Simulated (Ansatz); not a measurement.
# FH3SSn: basis-set convergence

The task here is to estimate one member of a computed series from the others.

Method: one geometry, several basis sets; program: Ansatz 0.2.0, Gaussian basis.

Levels to be run: PBE0-D4/def2-SVP; ωB97M-V/def2-SVP; PBE0-D4/def2-QZVPP; ωB97M-V/def2-QZVPP; the functionals' def2-TZVPP values are taken from earlier runs.

1 further run of the same task is left out (it didn't finish).

### Structure used throughout

An earlier PBE0-D4 in a triple-zeta def2 set relaxation fixed the geometry. Sn takes the def2 core potential; no spin-orbit term is included.

SMILES `[F][SnH2][SH]`, 6 atoms, charge 0, spin multiplicity 1.

Atoms are counted from 1 here; the program's logs count them from 0.

Bond lengths: F1–Sn2 1.924 Å, Sn2–S3 2.380 Å, Sn2–H4 1.696 Å, Sn2–H5 1.699 Å, S3–H6 1.344 Å. Angles: F1–Sn2–S3 107.4°, F1–Sn2–H4 105.3°, F1–Sn2–H5 103.8°, S3–Sn2–H4 109.0°, S3–Sn2–H5 112.1°, H4–Sn2–H5 118.4°, Sn2–S3–H6 93.3°.

Set-up of the first run:

File in.yaml:

```yaml
crystal:
  periodic: [false, false, false]
  atoms:
    - {symbol: F, position_ang: [-1.940320, 0.027310, 0.559620]}
    - {symbol: Sn, position_ang: [-0.320129, -0.028486, -0.476055]}
    - {symbol: S, position_ang: [1.406187, -0.837051, 0.948616]}
    - {symbol: H, position_ang: [-0.609935, -1.170169, -1.696910]}
    - {symbol: H, position_ang: [-0.071652, 1.590279, -0.927441]}
    - {symbol: H, position_ang: [1.577849, 0.354116, 1.545969]}
basis:
  gaussian: {orbitals: def2-SVP}
hamiltonian: {xc: pbe0, dispersion: d4}
output: {orbitals: {seedname: orbitals}}
```

The run is started by

```sh
$ ansatz run in.yaml --threads 2 --pin off --events-out ev --progress --plain --max-ram 22528MiB --backend cpu
```

Steps of the session up to this table: PBE0-D4 in def2-SVP; ωB97M-V in def2-SVP; PBE0-D4 in def2-QZVPP; ωB97M-V in def2-QZVPP.

One table of the session follows, with a row left open; its other results are not shown here.

It belongs to the step «Density functionals: the series». 

| functional | basis | HOMO (eV) |
| --- | --- | --- |
| PBE0-D4 | def2-SVP | -7.73 |
| PBE0-D4 | def2-TZVPP | -7.89 |
| PBE0-D4 | def2-QZVPP | -7.91 |
| ωB97M-V | def2-SVP | ? |
| ωB97M-V | def2-TZVPP | -10.09 |
| ωB97M-V | def2-QZVPP | -10.13 |

**Question.** Estimate the row for ωB97M-V, def2-SVP.

**Answer.** HOMO (eV): -9.90. In the column «HOMO (eV)» it lies between ωB97M-V, def2-TZVPP (-10.09) and PBE0-D4, def2-QZVPP (-7.91).
